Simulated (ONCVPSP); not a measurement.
# Pseudopotential generation for magnesium: ONCV, PBEsol

Aim: build the potential from the settings below, then test how well it stands in for the atom: other configurations, scattering, ghost states and the plane-wave cutoff that it needs.

Method: ONCVPSP 4.0.1.1 (patched build), PBEsol, scalar-relativistic.

**1. The atom and the settings**

Typed settings, in words:

* element: magnesium (Mg, Z = 12)
* type: optimised norm-conserving Vanderbilt (ONCV)
* frozen core: [He] 2s2
* valence charge: 8
* reference configuration: 2p6 3s2
* partial waves: 3s: rc 2.25 bohr, ncon 4, nbas 7, qcut 3.7 1/bohr, 3 projectors, debl 1.4 Ha; 2p: rc 0.95 bohr, ncon 4, nbas 8, qcut 14.1 1/bohr, 1 projector; d scattering state at 0.15 Ha: rc 2.10 bohr, ncon 3, nbas 7, qcut 4.1 1/bohr, 2 projectors, debl 1.4 Ha
* local potential: polynomial inside 0.90 bohr (lpopt 5, dvloc0 2 Ha)
* core correction: Teter function, fcfact 2.75, rcfact 1.35

The nodes and maxima of the atom's own shells, from an earlier all-electron run, set the scale for the radii.

All-electron outer shells of the reference configuration (PBEsol, scalar-relativistic, ld1.x):

```tsv
shell	level (eV)	outermost node (bohr)	outermost maximum (bohr)
2s	-79.59	0.18	0.55
2p	-46.55	–	0.48
3s	-4.68	0.90	2.56
3p	-1.30	0.96	3.50
```

**2. Generation**

The input, Mg.dat:

```
# ATOM AND REFERENCE CONFIGURATION
# atsym  z   nc   nv     iexc    psfile
  Mg 12.00    2    2  -116133      upf
#
#   n    l    f
    1    0    2.00
    2    0    2.00
    2    1    6.00
    3    0    2.00
#
# PSEUDOPOTENTIAL AND OPTIMIZATION
# lmax
    2
#
#   l,   rc,      ep,       ncon, nbas, qcut
    0    2.25    0.00    4    7    3.70
    1    0.95    0.00    4    8   14.10
    2    2.10    0.15    3    7    4.10
#
# LOCAL POTENTIAL
# lloc, lpopt,  rc(5),   dvloc0
    4    5    0.90    2.00
#
# VANDERBILT-KLEINMAN-BYLANDER PROJECTORs
# l, nproj, debl
    0    3    1.40
    1    1    2.50
    2    2    1.40
#
# MODEL CORE CHARGE
# icmod, fcfact, rcfact
    3    2.75    1.35
#
# LOG DERIVATIVE ANALYSIS
# epsh1, epsh2, depsh
   -3.00    5.00    0.02
#
# OUTPUT GRID
# rlmax, drl
    6.00    0.01
#
# TEST CONFIGURATIONS
# ncnf
    4
# nvcnf
#   n    l    f
    2
    2    1    6.00
    3    0    1.00
#
    2
    2    1    6.00
    3    0    0.00
#
    2
    2    1    6.00
    3    0    1.50
#
    3
    2    1    6.00
    3    0    0.00
    3    1    2.00
#
```

Started as:

```bash
$ oncvpsp.x < Mg.dat > Mg.out
```

Q: Predict the outcome of this session. Wanted: cutoffs for 1 and 0.1 mHa per electron, occupied waves; bound ghosts; GHOST(+) flags; largest test error; largest phase difference near zero energy, channels read; rms error of d²Exc/dn², without and with the model core.

As calculated:

| quantity | value |
| --- | --- |
| cutoffs for 1 and 0.1 mHa per electron, occupied waves | 79 Ha and 89 Ha |
| bound ghosts | s at -64.85 eV |
| GHOST(+) flags | none at low energy |
| largest test error (AE − PS) | +47 meV, for 2p6 3s0 |
| largest phase difference near zero energy, channels read | 0.012 rad |
| rms error of d²Exc/dn², without and with the model core | 7.70 and 7.01 mHa |

**Reading.** A bound ghost (s) makes it unfit for use: electrons can fall into a state that the atom doesn't have. By total energies transferability is fair: the largest error is 47 meV on 22.7 eV, for 2p6 3s0. It counts as very hard, with 79 Ha needed at the looser tolerance. At the looser tolerance the 2p wave is the slowest; 3s needs 4 Ha. Near zero energy the phases of the channels with partial waves agree within 0.012 rad. All of this concerns the isolated atom, not yet a solid.
